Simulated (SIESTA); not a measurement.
Co2PdO4, a slab with vacuum:

```
CELL_PARAMETERS angstrom
2.84500 0.00000 0.00000
-1.42250 2.46384 0.00000
0.00000 0.00000 22.90952
ATOMIC_POSITIONS crystal
O 0.00000 0.00000 0.32737
Co 0.33333 0.66667 0.36992
O 0.66667 0.33333 0.41247
Pd 0.66667 0.33333 0.50000
O 0.66667 0.33333 0.58753
Co 0.00000 0.00000 0.63008
O 0.33333 0.66667 0.67263
```

Base run:

```yaml
Program: SIESTA 5.4.2
Functional: PBE
Potentials_or_basis: PseudoDojo 0.4 standard (PBE files)
Basis: DZP (energy shift 0.003 Ry; two zetas on semicore shells)
Grid_cutoff: 800 Ry
Energy_shift: 0.003 Ry
k_mesh: 8 × 8 × 1
Occupations: fermi-dirac, width 0.05 eV
Spin: collinear spin, ferromagnetic start
Starting_moments: "[0.0, 2.0, 0.0, 0.0, 0.0, 2.0, 0.0] μB"
Hubbard_terms: Co d U = 2 eV, Pd d U = 2 eV
```

Its results: band gap on the k mesh none (metal or under the smearing width); net moment 0.98 μB per cell; site moments O +0.08, +0.01; Co +0.37; Pd +0.04 μB; largest force 1.277 eV/Å.

Question: The run is repeated on the same cell with these changes: hubbard terms from Co d U = 2 eV, Pd d U = 2 eV to none. What comes out?

Answer: Band gap on the k mesh none (metal or under the smearing width); net moment 1.10 μB per cell; site moments O +0.07, +0.03; Co +0.40; Pd +0.10 μB; largest force 1.290 eV/Å.

Caveats: the basis of atomic orbitals isn't converged, which shifts pressures, moduli and gaps; semilocal functionals often make such compounds metallic where correlation or magnetic order opens a gap, which also shifts bond lengths (some runs).
